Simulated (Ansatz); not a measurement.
Write a Python script for the Ansatz DFT code, driven from Python that makes a short molecular-dynamics run of CH6AlGa, SMILES [CH3][GaH][AlH2]. Settings: PBE0, def2-SVP basis, multiplicity 1, D4 dispersion.

```
atom    x (Å)    y (Å)    z (Å)
   C  -0.8687   0.6971  -0.3417
  Ga   0.1858  -0.4310  -0.6211
  Al   1.2990  -1.0441   0.7458
   H  -0.5383   1.8193  -0.3703
   H  -1.2084   0.4206  -1.3938
   H  -1.7774   0.6270   0.3336
   H   1.5934   0.0292  -0.8427
   H   0.2624  -2.1361   0.4416
   H   1.1407  -0.0282   2.0315
```

`md_ch6alga.py`
```python
"""Molecular dynamics of one CH6AlGa molecule."""

import ansatz as az
import numpy as np

BASIS = "def2-SVP"
XC = "pbe0"
DISPERSION = "d4"
N_STEPS = 30
TEMPERATURE_K = 800

GEOMETRY = """
C    -0.86870    0.69710   -0.34170
Ga    0.18580   -0.43100   -0.62110
Al    1.29900   -1.04410    0.74580
H    -0.53830    1.81930   -0.37030
H    -1.20840    0.42060   -1.39380
H    -1.77740    0.62700    0.33360
H     1.59340    0.02920   -0.84270
H     0.26240   -2.13610    0.44160
H     1.14070   -0.02820    2.03150
"""

geometry = az.Crystal.molecule()
for line in GEOMETRY.strip().splitlines():
    symbol, *xyz = line.split()
    geometry = geometry.atom(symbol, [float(v) for v in xyz])

model = geometry.calculation()
model = model.basis(gaussian=BASIS).functional(XC, dispersion=DISPERSION)
model = model.md("nvt_langevin", timestep=0.25, steps=N_STEPS, temperature=TEMPERATURE_K, initial_velocities="maxwell_boltzmann", seed=94, friction=0.05)
frames = []
model.session().plan().execute(on_event=lambda e: frames.append(e["data"]) if e["event"] == "md_step" else None)
print("t (fs)   E_pot (eV)      E_kin (eV)   T (K)   d(0-1) (A)")
for f in frames[::1]:
    xyz = np.array(f["positions_ang"])
    print(f"{f['time_fs']:6.2f} {f['lagrangian_ev']:14.5f} {f['e_kin_ev']:10.5f} {f['temperature_k']:8.1f} {np.linalg.norm(xyz[0] - xyz[1]):9.4f}")
print("mean temperature", round(float(np.mean([f["temperature_k"] for f in frames])), 1), "K")
symbols = [site.symbol for site in geometry.cartesian_sites]
with open("last_frame.xyz", "w") as handle:
    handle.write(f"{len(symbols)}\nt = {frames[-1]['time_fs']} fs\n")
    handle.writelines("{:2s} {:10.5f} {:10.5f} {:10.5f}\n".format(s, *xyz) for s, xyz in zip(symbols, frames[-1]["positions_ang"]))
```

Output of `python md_ch6alga.py`:
```text
t (fs)   E_pot (eV)      E_kin (eV)   T (K)   d(0-1) (A)
  0.00   -60078.75217    0.82726    711.1    1.5693
  0.25   -60078.84203    0.97398    837.2    1.5746
  0.50   -60078.95546    1.09393    940.3    1.5809
  0.75   -60079.08552    1.31495   1130.3    1.5882
  1.00   -60079.22762    1.46384   1258.3    1.5962
  1.25   -60079.38454    1.71406   1473.4    1.6051
  1.50   -60079.55358    1.77557   1526.3    1.6145
  1.75   -60079.72973    1.90655   1638.9    1.6243
  2.00   -60079.91373    2.19344   1885.5    1.6349
  2.25   -60080.10478    2.51449   2161.4    1.6463
  2.50   -60080.29665    2.61680   2249.4    1.6581
  2.75   -60080.48763    2.74998   2363.9    1.6701
  3.00   -60080.68110    2.93402   2522.1    1.6819
  3.25   -60080.87660    3.12993   2690.5    1.6937
  3.50   -60081.07491    3.35463   2883.6    1.7058
  3.75   -60081.27285    3.43371   2951.6    1.7181
  4.00   -60081.46597    3.50349   3011.6    1.7305
  4.25   -60081.65567    3.58190   3079.0    1.7427
  4.50   -60081.84516    3.65819   3144.6    1.7546
  4.75   -60082.03289    3.57306   3071.4    1.7664
  5.00   -60082.21389    3.49834   3007.2    1.7782
  5.25   -60082.38920    3.60845   3101.8    1.7899
  5.50   -60082.55752    3.76761   3238.6    1.8017
  5.75   -60082.71669    3.78719   3255.4    1.8136
  6.00   -60082.87592    4.10734   3530.6    1.8259
  6.25   -60083.03620    4.28312   3681.7    1.8385
  6.50   -60083.19305    4.58952   3945.1    1.8512
  6.75   -60083.34453    4.77959   4108.5    1.8639
  7.00   -60083.48219    4.68229   4024.9    1.8763
  7.25   -60083.60237    4.70261   4042.3    1.8885
  7.50   -60083.70492    4.81441   4138.4    1.9009
mean temperature 2632.4 K
```

It writes `last_frame.xyz`:
```text
9
t = 7.5 fs
C    -1.09977    0.92116   -0.39469
Ga    0.19367   -0.44529   -0.66503
Al    1.36988   -1.04009    0.82966
H    -0.60797    1.87560   -0.42911
H    -1.53614    0.75859   -1.34448
H    -1.80368    0.66042    0.47250
H     2.09579   -0.15438   -0.49351
H     0.63996   -2.40161    0.14404
H     0.99541   -0.26372    2.12449
```

Total energies depend on the basis set; only differences at equal settings carry meaning. The trajectory is only some femtoseconds long, so its temperature is not equilibrated; where the script doesn't relax first, it starts from a rough generated geometry. The printed temperature counts all 3N degrees of freedom under Langevin dynamics, so the first row lies under the target. Hardware and time: 2.2 min on 1 thread of Arm Neoverse V2, with other jobs on the host, peak memory 0.27 GiB.

(Lines on the test bed's own set-up are left out of the output.)
